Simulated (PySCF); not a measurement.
# Solver options tried on KIn

The same problem is solved with other solver options, one edit a run.

Method: each script names its method and basis; program: PySCF 2.14.0.

5 further runs of the same task are left out: 1 for a known fault of the program, 4 that didn't finish.

## 1. The system as given

KIn: 2 atoms, charge 0, spin multiplicity 1.

Bond lengths: K1–In2 3.335 Å.

## 2. The base run

Input file input.py:

```python
from pyscf import gto, scf, mp

mol = gto.M(
    atom='K 0 0 0; In 0 0 3.335',
    basis='def2-svpd',
    ecp={'In': 'def2-svpd'},
    charge=0,
    spin=0,
    verbose=3,
)
mf = scf.RHF(mol)
mf.kernel()
mp.MP2(mf, frozen=9).kernel()
mf.dip_moment()
print('orbital energies (hartree):', mf.mo_energy[..., max(0, mol.nelec[1]-3):mol.nelec[0]+3].round(4))
```

Started as:

```bash
OMP_NUM_THREADS=1 python input.py
```

The log of this run is left out.

In short: E(SCF) = -788.266618 Eh, E(MP2) − E(SCF) = -0.12287 Eh, μ = 5.60 D (of the SCF density).

The bond length is a typed value, not an optimised one.

## 3. Damping 0.8

Edit 1 changes damping: none → 0.8.

Input file input.py:

```python
from pyscf import gto, scf, mp

mol = gto.M(
    atom='K 0 0 0; In 0 0 3.335',
    basis='def2-svpd',
    ecp={'In': 'def2-svpd'},
    charge=0,
    spin=0,
    verbose=3,
)
mf = scf.RHF(mol)
mf.damp = 0.8
mf.diis_start_cycle = 8
mf.kernel()
mp.MP2(mf, frozen=9).kernel()
mf.dip_moment()
print('orbital energies (hartree):', mf.mo_energy[..., max(0, mol.nelec[1]-3):mol.nelec[0]+3].round(4))
```

Started as:

```bash
OMP_NUM_THREADS=1 python input.py
```

## 4. Second-order solver on

Edit 2 changes second-order solver: off → on.

input.py: that of step 2 with these lines changed.

```diff
@@ -11,2 +11,3 @@
 mf = scf.RHF(mol)
+mf = mf.newton()
 mf.kernel()
```

## 5. Smearing width 0.2 hartree

Edit 3 changes smearing width: none → 0.2 hartree; step after the SCF: mp2 → none.

input.py: that of step 2 with these lines changed.

```diff
@@ -1,2 +1,2 @@
-from pyscf import gto, scf, mp
+from pyscf import gto, scf
 
@@ -11,4 +11,4 @@
 mf = scf.RHF(mol)
+mf = scf.addons.smearing_(mf, sigma=0.2, method='fermi')
 mf.kernel()
-mp.MP2(mf, frozen=9).kernel()
 mf.dip_moment()
```

## 6. Cycle limit 200

Edit 4 changes cycle limit: 50 → 200.

input.py: that of step 2 with these lines changed.

```diff
@@ -11,2 +11,3 @@
 mf = scf.RHF(mol)
+mf.max_cycle = 200
 mf.kernel()
```

## 7. DIIS space 4

Edit 5 changes DIIS space: default → 4.

input.py: that of step 2 with these lines changed.

```diff
@@ -11,2 +11,3 @@
 mf = scf.RHF(mol)
+mf.diis_space = 4
 mf.kernel()
```

Q: Predict the outcome of this session. Wanted: for each run, E(SCF); from base; SCF dipole; after the SCF.

The runs gave:

```tsv
run	E(SCF) (hartree)	from base (eV)	SCF dipole (D)	after the SCF
base	-788.266618	0	5.60	MP2 correlation -3.343 eV, core frozen
damping 0.8	-788.266618	0.0000	5.60	MP2 correlation -3.343 eV, core frozen
second-order solver on	-788.266618	0.0000	5.60	MP2 correlation -3.343 eV, core frozen
smearing width 0.2 hartree (poor choice)	-786.786732	not comparable	4.07	n/a
cycle limit 200	-788.266618	0.0000	5.60	MP2 correlation -3.343 eV, core frozen
DIIS space 4	-788.266618	0.0000	5.60	MP2 correlation -3.343 eV, core frozen
```

What this shows: The SCF energy stays the same, to the digits that matter, with damping 0.8 or second-order solver on or cycle limit 200 or DIIS space 4. Rows marked «poor choice» come from settings spoiled on purpose.
